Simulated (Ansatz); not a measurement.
# InGaAs2: the cost of one run

Computed with Ansatz 0.2.0 (DFT PBEsol, scalar-relativistic, plane waves, PAW, and further levels as typed in the inputs, unless a step's input says otherwise).

### Step 1. The system as given

The structure is tetragonal, space group P-4m2 (No. 115). The conventional cell has a = 4.151 Å, b = 4.151 Å, c = 11.739 Å, α = 90.00°, β = 90.00°, γ = 90.00°. In (site symmetry 2mm) is surrounded by 4 As at 2.54 Å. Ga (site symmetry 2mm) has 4 As at 2.54 Å as nearest neighbours. As (site symmetry -4m2) has 4 In at 2.54 Å as nearest neighbours. As (site symmetry 2mm) has 2 In at 2.54 Å and 2 Ga at 2.54 Å as nearest neighbours. As (site symmetry -4m2) has 4 Ga at 2.54 Å as nearest neighbours.

As a file:

```cif
data_structure
_symmetry_space_group_name_H-M 'P 1'
_symmetry_Int_Tables_number 1
_cell_length_a 4.1505
_cell_length_b 4.1505
_cell_length_c 11.7394
_cell_angle_alpha 90.000
_cell_angle_beta 90.000
_cell_angle_gamma 90.000
_cell_volume 202.23
loop_
_atom_site_label
_atom_site_type_symbol
_atom_site_fract_x
_atom_site_fract_y
_atom_site_fract_z
_atom_site_occupancy
In1 In 0.00000 0.00000 0.00000 1
In2 In 0.50000 0.50000 0.25000 1
Ga1 Ga 0.00000 0.00000 0.50000 1
Ga2 Ga 0.50000 0.50000 0.75000 1
As1 As 0.50000 0.00000 0.12500 1
As2 As 0.00000 0.50000 0.37500 1
As3 As 0.50000 0.00000 0.62500 1
As4 As 0.00000 0.50000 0.87500 1
```

### Step 2. Relaxing cell and atoms: InGaAs2, no spin

Contents of input.yaml:

```yaml
crystal:
  lattice:
    - [4.1505046735, 0.0, 0.0]
    - [0.0, 4.1505046735, 0.0]
    - [0.0, 0.0, 11.7394]
  atoms:
    - { symbol: In, position: [0.0, 0.0, 0.0] }
    - { symbol: In, position: [0.5, 0.5, 0.25] }
    - { symbol: Ga, position: [0.0, 0.0, 0.5] }
    - { symbol: Ga, position: [0.5, 0.5, 0.75] }
    - { symbol: As, position: [0.5, 0.0, 0.125] }
    - { symbol: As, position: [0.0, 0.5, 0.375] }
    - { symbol: As, position: [0.5, 0.0, 0.625] }
    - { symbol: As, position: [0.0, 0.5, 0.875] }
scf:
  occupations: { method: gaussian, width: 0.01 }
output:
  forces: true
  stress: true
  eigenvalues: true
  write_density: true
  write_potential: true
  elf: true
  volumetric_format: npy
hamiltonian:
  xc: pbesol
relax:
  f_tol: 0.005
  max_steps: 60
  cell: { stress_tol: 0.03, fix: [a, b, alpha, beta, gamma] }
kpoints:
  mp_grid: { grid: [8, 8, 3] }
```

Run with:

```bash
ansatz run input.yaml --threads 8 --pin off --max-ram 32768MiB --backend cpu --events-out ev --progress --plain --runs-dir out
```

**Question.** How long does this run take on 8 threads of Arm Neoverse V1, shared host, and how much memory does it need?

About 44 s, with a peak of 1.1 GiB.
